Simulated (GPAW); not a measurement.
# GaF (Pm-3m) in GPAW: a series of runs

One crystal, GaF, is run at these levels: vdW-DF2, RPBE; tasks: band structure.

Program: GPAW 26.7.0. These are calculated values, not measurements. Logs are shortened: lines on timing, memory, paths and dates and some standing lists are left out, and cuts for length are marked. The log counts tension as positive stress, the text compression.

### 1 Starting point

The structure is cubic, space group Pm-3m (No. 221). Conventional cell: a = 3.166 Å, b = 3.166 Å, c = 3.166 Å, α = 90.00°, β = 90.00°, γ = 90.00°. Ga (site symmetry m-3m) has 8 F at 2.74 Å as nearest neighbours. F (site symmetry m-3m) is surrounded by 8 Ga at 2.74 Å.

The cell was built by a generator and needn't be a form met in nature.

### 2 Band structure, vdW-DF2

run.py reads:

```python
from ase.dft.bandgap import bandgap
from ase.io import read, write
from gpaw import GPAW, PW

atoms = read('POSCAR')

calc = GPAW(mode=PW(800),
            xc={'name': 'vdW-DF2', 'backend': 'libvdwxc'},
            kpts={'size': (8, 8, 8), 'gamma': True},
            occupations={'name': 'fermi-dirac', 'width': 0.05},
            nbands=13,
            convergence={'density': 1e-05, 'energy': 1e-05},
            maxiter=150,
            txt='gpaw.txt')
atoms.calc = calc
energy = atoms.get_potential_energy()
forces = atoms.get_forces()
calc.write('gs.gpw')
write('result.traj', atoms)
print(f'Energy: {energy:.6f} eV')
print('Forces (eV/A):')
print(forces.round(4))
print('Fermi level:', round(calc.get_fermi_level(), 4), 'eV')
print(f'Gap: {bandgap(calc)[0]:.4f} eV, direct: {bandgap(calc, direct=True)[0]:.4f} eV')

path = atoms.cell.bandpath('GXMGRX,MR', npoints=80, eps=1e-4)
bs_calc = calc.fixed_density(kpts=path, symmetry='off', nbands=22,
                             convergence={'bands': 'CBM+6.0', 'eigenstates': 1e-6}, txt='bands.txt')
bs = bs_calc.band_structure()
bs.write('bs.json')
print(f'Gap on the path: {bandgap(bs_calc)[0]:.4f} eV')
```

POSCAR reads:

```
GaF
1.0
    3.1659200000      0.0000000000      0.0000000000
    0.0000000000      3.1659200000      0.0000000000
    0.0000000000      0.0000000000      3.1659200000
Ga F
1 1
Direct
    0.0000000000      0.0000000000      0.0000000000
    0.5000000000      0.5000000000      0.5000000000
```

Potentials or basis: GPAW PAW data sets (gpaw-data 1.2.1), pw.

On the command line:

```console
$ OMP_NUM_THREADS=1 python run.py
```

gpaw.txt:

```text
__  _  _
 | _ |_)|_||  |
 |__||  | ||/\| - 26.7.0

Input parameters:
  mode=PW(ecut=800.0),
  convergence={'density': 1e-05, 'energy': 1e-05},
  kpts=MonkhorstPack(size=(8, 8, 8), gamma=True),
  maxiter=150,
  nbands=13,
  occupations=Occupations(name='fermi-dirac', width=0.05),
  xc=XC(name='vdW-DF2', backend='libvdwxc')

Diagonalizing LCAO Hamiltonian
Converting LCAO to pw mode
   .-------.
  /|       |
 * |       |
 | |  F    |
 | .-------.
 |/       /
 Ga------*

Atoms  # Å, Bohr magnetons
|   | symbol |        x |        y |        z |    initial magnetic moments |
|---|--------|----------|----------|----------|-----------------------------|
| 0 |     Ga | 0.000000 | 0.000000 | 0.000000 | ( 0.0000,  0.0000,  0.0000) |
| 1 |      F | 1.582960 | 1.582960 | 1.582960 | ( 0.0000,  0.0000,  0.0000) |

Unit cell  # Å
| periodic |        x |        y |        z |  lengths |    angles |
|----------|----------|----------|----------|----------|-----------|
|      yes | 3.165920 | 0.000000 | 0.000000 | 3.165920 | 90.000000 |
|      yes | 0.000000 | 3.165920 | 0.000000 | 3.165920 | 90.000000 |
|      yes | 0.000000 | 0.000000 | 3.165920 | 3.165920 | 90.000000 |

Number of symmetries: 48
Symmetry operations  # r_c * U_cc + t_c -> r_c
|    | kind |            matrix            |
|----|------|------------------------------|
|  0 |  E   |  1, 0, 0,  0, 1, 0,  0, 0, 1 |
|  1 |  σ   |  1, 0, 0,  0, 1, 0,  0, 0,-1 |
|  2 |  σ   |  1, 0, 0,  0, 0, 1,  0, 1, 0 |
|  3 |  C4  |  1, 0, 0,  0, 0, 1,  0,-1, 0 |
|  4 |  C4  |  1, 0, 0,  0, 0,-1,  0, 1, 0 |
|  5 |  σ   |  1, 0, 0,  0, 0,-1,  0,-1, 0 |
|  6 |  σ   |  1, 0, 0,  0,-1, 0,  0, 0, 1 |
|  7 |  C2  |  1, 0, 0,  0,-1, 0,  0, 0,-1 |
|  8 |  σ   |  0, 1, 0,  1, 0, 0,  0, 0, 1 |
|  9 |  C2  |  0, 1, 0,  1, 0, 0,  0, 0,-1 |
| 10 |  C3  |  0, 1, 0,  0, 0, 1,  1, 0, 0 |
| 11 |  S6  |  0, 1, 0,  0, 0, 1, -1, 0, 0 |
| 12 |  S6  |  0, 1, 0,  0, 0,-1,  1, 0, 0 |
| 13 |  C3  |  0, 1, 0,  0, 0,-1, -1, 0, 0 |
| 14 |  C4  |  0, 1, 0, -1, 0, 0,  0, 0, 1 |
| 15 |  S4  |  0, 1, 0, -1, 0, 0,  0, 0,-1 |
| 16 |  C3  |  0, 0, 1,  1, 0, 0,  0, 1, 0 |
| 17 |  S6  |  0, 0, 1,  1, 0, 0,  0,-1, 0 |
| 18 |  σ   |  0, 0, 1,  0, 1, 0,  1, 0, 0 |
| 19 |  C4  |  0, 0, 1,  0, 1, 0, -1, 0, 0 |
| 20 |  C2  |  0, 0, 1,  0,-1, 0,  1, 0, 0 |
| 21 |  S4  |  0, 0, 1,  0,-1, 0, -1, 0, 0 |
| 22 |  S6  |  0, 0, 1, -1, 0, 0,  0, 1, 0 |
| 23 |  C3  |  0, 0, 1, -1, 0, 0,  0,-1, 0 |
| 24 |  S6  |  0, 0,-1,  1, 0, 0,  0, 1, 0 |
| 25 |  C3  |  0, 0,-1,  1, 0, 0,  0,-1, 0 |
| 26 |  C4  |  0, 0,-1,  0, 1, 0,  1, 0, 0 |
| 27 |  σ   |  0, 0,-1,  0, 1, 0, -1, 0, 0 |
| 28 |  S4  |  0, 0,-1,  0,-1, 0,  1, 0, 0 |
| 29 |  C2  |  0, 0,-1,  0,-1, 0, -1, 0, 0 |
| 30 |  C3  |  0, 0,-1, -1, 0, 0,  0, 1, 0 |
| 31 |  S6  |  0, 0,-1, -1, 0, 0,  0,-1, 0 |
| 32 |  C4  |  0,-1, 0,  1, 0, 0,  0, 0, 1 |
| 33 |  S4  |  0,-1, 0,  1, 0, 0,  0, 0,-1 |
| 34 |  S6  |  0,-1, 0,  0, 0, 1,  1, 0, 0 |
| 35 |  C3  |  0,-1, 0,  0, 0, 1, -1, 0, 0 |
| 36 |  C3  |  0,-1, 0,  0, 0,-1,  1, 0, 0 |
| 37 |  S6  |  0,-1, 0,  0, 0,-1, -1, 0, 0 |
| 38 |  σ   |  0,-1, 0, -1, 0, 0,  0, 0, 1 |
| 39 |  C2  |  0,-1, 0, -1, 0, 0,  0, 0,-1 |
| 40 |  σ   | -1, 0, 0,  0, 1, 0,  0, 0, 1 |
| 41 |  C2  | -1, 0, 0,  0, 1, 0,  0, 0,-1 |
| 42 |  C2  | -1, 0, 0,  0, 0, 1,  0, 1, 0 |
| 43 |  S4  | -1, 0, 0,  0, 0, 1,  0,-1, 0 |
| 44 |  S4  | -1, 0, 0,  0, 0,-1,  0, 1, 0 |
| 45 |  C2  | -1, 0, 0,  0, 0,-1,  0,-1, 0 |
| 46 |  C2  | -1, 0, 0,  0,-1, 0,  0, 0, 1 |
| 47 |  i   | -1, 0, 0,  0,-1, 0,  0, 0,-1 |

BZ-sampling:
  Number of BZ points: 512
  Number of IBZ points: 35

  Monkhorst-Pack size: [8, 8, 8]
  Monkhorst-Pack shift: [0.0625, 0.0625, 0.0625]

K-points  # in reciprocal-cell coordinates
|     |                                coordinates |     weight |
|-----|--------------------------------------------|------------|
|   0 | (  0.00000000,   0.00000000,   0.00000000) | 0.00195312 |
|   1 | (  0.12500000,   0.00000000,   0.00000000) | 0.01171875 |
|   2 | (  0.12500000,   0.12500000,   0.00000000) | 0.02343750 |
|   3 | (  0.12500000,   0.12500000,   0.12500000) | 0.01562500 |
|   4 | (  0.25000000,   0.00000000,   0.00000000) | 0.01171875 |
|   5 | (  0.25000000,   0.12500000,   0.00000000) | 0.04687500 |
|   6 | (  0.25000000,   0.12500000,   0.12500000) | 0.04687500 |
|   7 | (  0.25000000,   0.25000000,   0.00000000) | 0.02343750 |
|   8 | (  0.25000000,   0.25000000,   0.12500000) | 0.04687500 |
|   9 | (  0.25000000,   0.25000000,   0.25000000) | 0.01562500 |
| ... |                                            |            |
|  34 | (  0.50000000,   0.50000000,   0.50000000) | 0.00195312 |

Plane wave coefficients: 1654
Cutoff: 800.0 eV

Spin-components: 1 (collinear spins)
Bands:           13
Projectors:      10
Spin-degeneracy: 2
Datatype:        complex128

Parallelization:
  kpt:    1
  domain: 1
  band:   1

Density:
  Valence electrons: 10.0
  Components: 1
  Grid points: [21 21 21]
  Charge: 0.0  # |e|

Potential:
  Grid points: [21 21 21]

species:
  Ga:
    name:    Gallium
    Z:       31.0
    valence: 3
    core:    28
    charge:  0.0  # [|e|]
    compensation charges:
      type: gauss
      rc: 0.37  # [Å]
      lmax: 2
    cutoffs:
      filter: 2.06  # [Å]
      core: 4.17  # [Å]
    projectors
    | kind |    occ | energy [eV] | rcut [Å] |
    |------|--------|-------------|----------|
    |   4s |  2.000 |      -8.945 |    1.164 |
    |   4p |  1.000 |      -2.580 |    1.164 |
    |    s |        |      18.266 |    1.164 |
    |    p |        |      24.631 |    1.164 |
    |    d |        |       0.000 |    1.164 |

    Using partial waves for Ga as LCAO basis

  F:
    name:    Fluorine
    Z:       9.0
    valence: 7
    core:    2
    charge:  0.0  # [|e|]
    compensation charges:
      type: gauss
      rc: 0.20  # [Å]
      lmax: 2
    cutoffs:
      filter: 1.14  # [Å]
      core: 0.74  # [Å]
    projectors
    | kind |    occ | energy [eV] | rcut [Å] |
    |------|--------|-------------|----------|
    |   2s |  2.000 |     -29.898 |    0.635 |
    |   2p |  5.000 |     -11.110 |    0.635 |
    |    s |        |      -2.687 |    0.635 |
    |    p |        |      16.102 |    0.635 |
    |    d |        |       0.000 |    0.635 |

    Using partial waves for F as LCAO basis

Reference energy: -55598.752314  # eV

eigensolver:
  PPCG
  Converge bands: occupied
  niter=2

density mixing:
  MSR1-Mixer
  Pratt-step length: 0.05
  Maximum mixing coefficient: 0.75
  Old densities: 10
  SVD Regularization: 0.005
  Good broyden scale: 1.0
  Trust region scale: 1.0
  Backstep threshold: 4.0
  History deletion threshold: 6.0
  Fourier metric: weight=20.0, sigma=0.015

occupation numbers:
  Fermi-Dirac:
    width: 0.0500  # eV

poisson solver:
  ecut: 6400.0  # eV

xc functional:
  name: vdW-DF2 with libvdwxc
  Mode: serial
  Semilocal: GGA_X_RPW86+LDA_C_PW with 2 nearest neighbor stencil
  Local blocksize: 42 x 42 x 42
  PAW datasets: PBE

convergence criteria:
- Maximum integral of absolute [dens]ity change: 1e-05 electrons / valence electron
- Maximum [total energy] change in last 3 cyles: 1e-05 eV / valence electron
- Maximum integral of absolute [eigenst]ate change: 4e-08 eV^2 / valence electron
maximum number of iterations: 150

SCF iterations
|iter     | |      energy | eigst |  dens |
|---------|-|-------------|-------|-------|
|iter:   1| |  -88.598653 | -0.50 |       |
|iter:   2| |  -88.266511 | -1.97 | -0.89 |
|iter:   3| |  -87.435776 | -0.47 | -0.94 |
|iter:   4| |  -87.420224 | -2.12 | -1.44 |
|iter:   5| |  -87.417341 | -2.84 | -1.69 |
|iter:   6| |  -87.417052 | -4.33 | -2.51 |
|iter:   7| |  -87.417126 | -4.66 | -2.88 |
|iter:   8| |  -87.417122c| -6.07 | -3.49 |
|iter:   9| |  -87.417122c| -7.47c| -4.42 |
|iter:  10| |  -87.417122c| -8.29c| -4.86 |
|iter:  11| |  -87.417122c| -7.98c| -5.66c|

Converged in 11 steps
Energy contributions relative to reference atoms: (reference = -55598.752314)

Energy contributions:
  Kinetic:          17.811774
  Coulomb:         -16.749005
  Zero:             -0.010619
  External:          0.000000
  Xc:              -88.469272
  Entropy:          -0.000001
  Spinorbit:         0.000000
  ----------------------------
  Free energy:     -87.417123
  Extrapolated:    -87.417122

dipole moment: (-8.266410, -8.266410, -8.266410)  # |e|*Ang

Fermi level: 3.257
Eigenvalues  # (at kpt = [0.000, 0.000, 0.000])
| band index |      eig [eV] | occ [0-2] |
|------------|---------------|-----------|
|          0 |       -18.951 |     2.000 |
|          1 |        -2.873 |     2.000 |
|          2 |        -0.312 |     2.000 |
|          3 |        -0.312 |     2.000 |
|          4 |        -0.312 |     2.000 |
|          5 |        11.379 |     0.000 |
|          6 |        11.379 |     0.000 |
|          7 |        11.379 |     0.000 |
|          8 |        13.300 |     0.000 |
|          9 |        13.300 |     0.000 |
|         10 |        20.086 |     0.000 |
|         11 |        23.105 |     0.000 |
|         12 |        23.105 |     0.000 |

Gap: 0.911 eV
Transition (v -> c):
  (s=0, k=34, n=4, [0.50, 0.50, 0.50]) -> (s=0, k=20, n=5, [0.50, 0.00, 0.00])
Direct/indirect transitions are different
Direct gap: 1.486 eV
Transition at: (s=0, k=20, n=4, [0.50, 0.00, 0.00])

Forces  # eV/Ang
|       x |       y |       z |
|---------|---------|---------|
| 0.00000 | 0.00000 | 0.00000 |  # Ga   0
| 0.00000 | 0.00000 | 0.00000 |  # F    1

# Writing to gs.gpw (mode='')
```

Run time: 27 s. Hardware: 1 thread of Arm Neoverse V2, shared host; peak memory 0.26 GiB.

Results:

| Quantity | Value |
| --- | --- |
| Free energy | -87.4171 eV |
| Band gap on the k mesh | 0.91 eV, indirect (least direct gap 1.49 eV) |
| Band gap along the path | 0.91 eV, indirect (least direct gap 1.49 eV) |

Levels at the corners of the path, in eV from the valence-band top:
```tsv
point	band 3	band 4	band 5	band 6	band 7	band 8
Γ	-3.14	-3.14	-3.14	8.55	8.55	8.55
X	-2.89	-2.89	-0.57	0.91	8.66	8.66
M	-4.48	-2.78	-2.46	3.87	3.87	9.84
Γ	-3.14	-3.14	-3.14	8.55	8.55	8.55
R	-3.70	-3.70	0.00	2.81	2.81	2.81
X	-2.89	-2.89	-0.57	0.91	8.66	8.66
M	-4.48	-2.78	-2.46	3.87	3.87	9.84
R	-3.70	-3.70	0.00	2.81	2.81	2.81
```

Caveat: the PAW data sets were made with another functional, which shifts forces and pressure a little.

### 3 Band structure, RPBE

run.py: that of step 2 with these lines changed.

```diff
@@ -2,2 +2,3 @@
 from ase.io import read, write
+from ase.units import GPa
 from gpaw import GPAW, PW
@@ -7,3 +8,3 @@
 calc = GPAW(mode=PW(800),
-            xc={'name': 'vdW-DF2', 'backend': 'libvdwxc'},
+            xc='RPBE',
             kpts={'size': (8, 8, 8), 'gamma': True},
@@ -17,2 +18,3 @@
 forces = atoms.get_forces()
+stress = atoms.get_stress()
 calc.write('gs.gpw')
@@ -22,2 +24,3 @@
 print(forces.round(4))
+print('Stress (GPa):', (stress / GPa).round(3))
 print('Fermi level:', round(calc.get_fermi_level(), 4), 'eV')
```

POSCAR is that of step 2.

Potentials or basis: the program's PAW data sets (release 1.2.1) made for this functional, pw.

On the command line:

```console
$ OMP_NUM_THREADS=1 python run.py
```

It took 25 s on 1 thread of Arm Neoverse V2, shared host; peak memory 0.24 GiB.

Results (log left out):

```yaml
Free_energy: -6.8405 eV
Pressure: 1.2 GPa
Band_gap_on_the_k_mesh: 0.34 eV, indirect (least direct gap 1.16 eV)
Band_gap_along_the_path: 0.34 eV, indirect (least direct gap 1.16 eV)
```

Levels at the corners of the path, in eV from the valence-band top:
| point | band 1 | band 2 | band 3 | band 4 | band 5 | band 6 | band 7 | band 8 |
| --- | --- | --- | --- | --- | --- | --- | --- | --- |
| Γ | -22.41 | -6.08 | -3.48 | -3.48 | -3.48 | 8.33 | 8.33 | 8.33 |
| X | -22.26 | -6.86 | -3.22 | -3.22 | -0.81 | 0.34 | 8.47 | 8.47 |
| M | -22.15 | -4.88 | -4.88 | -3.11 | -2.66 | 3.43 | 3.43 | 9.13 |
| Γ | -22.41 | -6.08 | -3.48 | -3.48 | -3.48 | 8.33 | 8.33 | 8.33 |
| R | -22.06 | -4.06 | -4.06 | -4.06 | 0.00 | 2.34 | 2.34 | 2.34 |
| X | -22.26 | -6.86 | -3.22 | -3.22 | -0.81 | 0.34 | 8.47 | 8.47 |
| M | -22.15 | -4.88 | -4.88 | -3.11 | -2.66 | 3.43 | 3.43 | 9.13 |
| R | -22.06 | -4.06 | -4.06 | -4.06 | 0.00 | 2.34 | 2.34 | 2.34 |

 RPBE gaps usually lie below the measured ones, often by a third to a half.
